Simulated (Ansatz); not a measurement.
# Cs8Pb8Br24: the cost of one run

Method: density functional theory in Ansatz 0.2.0, PAW datasets, plane waves.

## Step 1: The starting cell

40 atoms (8 Cs, 8 Pb, 24 Br); a = 11.763 Å, b = 11.763 Å, c = 11.763 Å, α = 90.00°, β = 90.00°, γ = 90.00°.

Plan of the steps: (2) PBEsol single point at the single k point (¼, ¼, ¼), on 2 threads of AMD EPYC 7R13; (3) HSE06 single point at the single k point (¼, ¼, ¼), on 1 × NVIDIA H100 80GB HBM3 with 2 threads of AMD EPYC 7R13; (4) r²SCAN single point at the single k point (¼, ¼, ¼), on 2 threads of AMD EPYC 7R13.

## Step 2: PBEsol single point

in.yaml reads:

```yaml
crystal:
  lattice:
    - [11.763330, 0.000000, 0.000000]
    - [0.000000, 11.763330, 0.000000]
    - [0.000000, 0.000000, 11.763330]
  atoms:
    - { symbol: Cs, position: [0.000000, 0.000000, 0.000000] }
    - { symbol: Cs, position: [0.000000, 0.000000, 0.500000] }
    - { symbol: Cs, position: [0.000000, 0.500000, 0.000000] }
    - { symbol: Cs, position: [0.000000, 0.500000, 0.500000] }
    - { symbol: Cs, position: [0.500000, 0.000000, 0.000000] }
    - { symbol: Cs, position: [0.500000, 0.000000, 0.500000] }
    - { symbol: Cs, position: [0.500000, 0.500000, 0.000000] }
    - { symbol: Cs, position: [0.500000, 0.500000, 0.500000] }
    - { symbol: Pb, position: [0.250000, 0.250000, 0.250000] }
    - { symbol: Pb, position: [0.250000, 0.250000, 0.750000] }
    - { symbol: Pb, position: [0.250000, 0.750000, 0.250000] }
    - { symbol: Pb, position: [0.250000, 0.750000, 0.750000] }
    - { symbol: Pb, position: [0.750000, 0.250000, 0.250000] }
    - { symbol: Pb, position: [0.750000, 0.250000, 0.750000] }
    - { symbol: Pb, position: [0.750000, 0.750000, 0.250000] }
    - { symbol: Pb, position: [0.750000, 0.750000, 0.750000] }
    - { symbol: Br, position: [0.250000, 0.250000, 0.000000] }
    - { symbol: Br, position: [0.250000, 0.250000, 0.500000] }
    - { symbol: Br, position: [0.250000, 0.750000, 0.000000] }
    - { symbol: Br, position: [0.250000, 0.750000, 0.500000] }
    - { symbol: Br, position: [0.750000, 0.250000, 0.000000] }
    - { symbol: Br, position: [0.750000, 0.250000, 0.500000] }
    - { symbol: Br, position: [0.750000, 0.750000, 0.000000] }
    - { symbol: Br, position: [0.750000, 0.750000, 0.500000] }
    - { symbol: Br, position: [0.000000, 0.250000, 0.250000] }
    - { symbol: Br, position: [0.000000, 0.250000, 0.750000] }
    - { symbol: Br, position: [0.000000, 0.750000, 0.250000] }
    - { symbol: Br, position: [0.000000, 0.750000, 0.750000] }
    - { symbol: Br, position: [0.500000, 0.250000, 0.250000] }
    - { symbol: Br, position: [0.500000, 0.250000, 0.750000] }
    - { symbol: Br, position: [0.500000, 0.750000, 0.250000] }
    - { symbol: Br, position: [0.500000, 0.750000, 0.750000] }
    - { symbol: Br, position: [0.250000, 0.000000, 0.250000] }
    - { symbol: Br, position: [0.250000, 0.000000, 0.750000] }
    - { symbol: Br, position: [0.250000, 0.500000, 0.250000] }
    - { symbol: Br, position: [0.250000, 0.500000, 0.750000] }
    - { symbol: Br, position: [0.750000, 0.000000, 0.250000] }
    - { symbol: Br, position: [0.750000, 0.000000, 0.750000] }
    - { symbol: Br, position: [0.750000, 0.500000, 0.250000] }
    - { symbol: Br, position: [0.750000, 0.500000, 0.750000] }
  symmetry: { detect: false }
kpoints:
  mp_grid: { grid: [1, 1, 1], shift: [0.25, 0.25, 0.25] }
hamiltonian:
  xc: pbesol
scf:
  occupations: { method: fermi_dirac, width: 0.01 }
output:
  forces: true
  eigenvalues: true
  stress: true
  populations: true
  eigenstates: { kpoints: [[0.25, 0.25, 0.25]], e_range: [-6.0, 6.0], localisation: true }
```

Run with:

```console
> ansatz run in.yaml --threads 2 --pin off --max-ram 20900MiB --runs-dir r --events-out ev --progress --plain
```

**Question.** How long does this run take on 2 threads of AMD EPYC 7R13, shared host, and how much memory does it need?

About 68 s, with a peak of 2.7 GiB.
